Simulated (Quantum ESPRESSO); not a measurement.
Write the native input for Quantum ESPRESSO 7.5 that does the following.

```yaml
Task: work function
Functional: PBE
Potentials_or_basis: SG15 PBE 1.2
Cutoff: 1197 eV
Density_cutoff: 4789 eV
k_mesh: 11 × 11 × 1
Occupations: fermi-dirac, width 0.05 eV
Spin: collinear spin, ferromagnetic start
Starting_moments: "[0.0, 2.0, 0.0, 0.0, 0.0, 2.0, 0.0] μB"
Boundary_across_the_vacuum: none
Mixing_mode: local-TF
Mixing_beta: 0.3
Most_SCF_iterations: 150
SCF_threshold: 7e-09 Ry
```

Co2PdO4, a slab with vacuum:

```
O Co Pd
1.0
     2.84500    0.00000    0.00000
    -1.42250    2.46384    0.00000
     0.00000    0.00000   22.90952
O Co Pd
4 2 1
Direct
  0.00000 0.00000 0.32737
  0.66667 0.33333 0.41247
  0.66667 0.33333 0.58753
  0.33333 0.66667 0.67263
  0.33333 0.66667 0.36992
  0.00000 0.00000 0.63008
  0.66667 0.33333 0.50000
```

One way to write it, as run:

pw.in

```
&CONTROL
  calculation = 'scf'
  prefix = 'pwscf'
  outdir = './tmp'
  pseudo_dir = './pseudo'
  tprnfor = .true.
  disk_io = 'low'
/
&SYSTEM
  ibrav = 0
  celldm(1) = 8
  nat = 7
  ntyp = 3
  ecutwfc = 88
  nbnd = 53
  occupations = 'smearing'
  smearing = 'fd'
  degauss = 0.00367493
  nspin = 2
  starting_magnetization(1) = 0
  starting_magnetization(2) = 0.1176
  starting_magnetization(3) = 0
/
&ELECTRONS
  conv_thr = 7d-09
  electron_maxstep = 150
  mixing_beta = 0.3
  mixing_mode = 'local-TF'
/
ATOMIC_SPECIES
O     15.9990 O_ONCV_PBE-1.2.upf
Co    58.9332 Co_ONCV_PBE-1.2.upf
Pd   106.4200 Pd_ONCV_PBE-1.2.upf
CELL_PARAMETERS alat
  0.6720336204965  -0.0000000000000   0.0000000000000
 -0.3360168102438   0.5819981875446   0.0000000000000
  0.0000000000000   0.0000000000000   5.4115888609665
ATOMIC_POSITIONS crystal
O      0.0000000000    0.0000000000    0.3273748778
Co     0.3333333333    0.6666666667    0.3699230486
O      0.6666666667    0.3333333333    0.4124712194
Pd     0.6666666667    0.3333333333    0.5000000000
O      0.6666666667    0.3333333333    0.5875287806
Co     0.0000000000    0.0000000000    0.6300769514
O      0.3333333333    0.6666666667    0.6726251222
K_POINTS automatic
11 11 1 0 0 0
```

pp_density.in

```
&INPUTPP
  prefix = 'pwscf'
  outdir = './tmp'
  filplot = 'density.dat'
  plot_num = 0
/
&PLOT
  nfile = 1
  filepp(1) = 'density.dat'
  iflag = 3
  output_format = 6
  fileout = 'density.cube'
/
```

pp_potential.in

```
&INPUTPP
  prefix = 'pwscf'
  outdir = './tmp'
  filplot = 'potential.dat'
  plot_num = 11
/
&PLOT
  nfile = 1
  filepp(1) = 'potential.dat'
  iflag = 3
  output_format = 6
  fileout = 'potential.cube'
/
```

pp_spin.in

```
&INPUTPP
  prefix = 'pwscf'
  outdir = './tmp'
  filplot = 'spin.dat'
  plot_num = 6
/
&PLOT
  nfile = 1
  filepp(1) = 'spin.dat'
  iflag = 3
  output_format = 6
  fileout = 'spin.cube'
/
```

pp_elf.in

```
&INPUTPP
  prefix = 'pwscf'
  outdir = './tmp'
  filplot = 'elf.dat'
  plot_num = 8
/
&PLOT
  nfile = 1
  filepp(1) = 'elf.dat'
  iflag = 3
  output_format = 6
  fileout = 'elf.cube'
/
```

Potentials or basis: SG15 PBE 1.2.

Run with:

```console
$ OMP_NUM_THREADS=1 mpirun -n 2 pw.x -nk 2 -in pw.in > pw.out
$ OMP_NUM_THREADS=1 mpirun -n 1 pp.x -in pp_density.in > pp_density.out
$ OMP_NUM_THREADS=1 mpirun -n 1 pp.x -in pp_potential.in > pp_potential.out
$ OMP_NUM_THREADS=1 mpirun -n 1 pp.x -in pp_spin.in > pp_spin.out
$ OMP_NUM_THREADS=1 mpirun -n 1 pp.x -in pp_elf.in > pp_elf.out
```

Results of the run:

* Largest force: 1.377 eV/Å
* Band gap on the k mesh: none (metal or under the smearing width)
* Net moment: 0.99 μB per cell
* Absolute moment: 1.03 μB per cell
* Site moments: O +0.06, +0.02; Co +0.37; Pd +0.00 μB
* Valence electrons inside the program's atomic spheres: O 5.17, 5.29; Co 14.07; Pd 13.91
* Work function of the upper face: 7.61 eV
* Work function of the lower face: 7.61 eV

Caveat: semilocal functionals often make such compounds metallic where correlation or magnetic order opens a gap, which also shifts bond lengths.

Run time: 8.2 min on 2 MPI ranks on Arm Neoverse V1 (shared host), peak memory 0.94 GiB a rank.
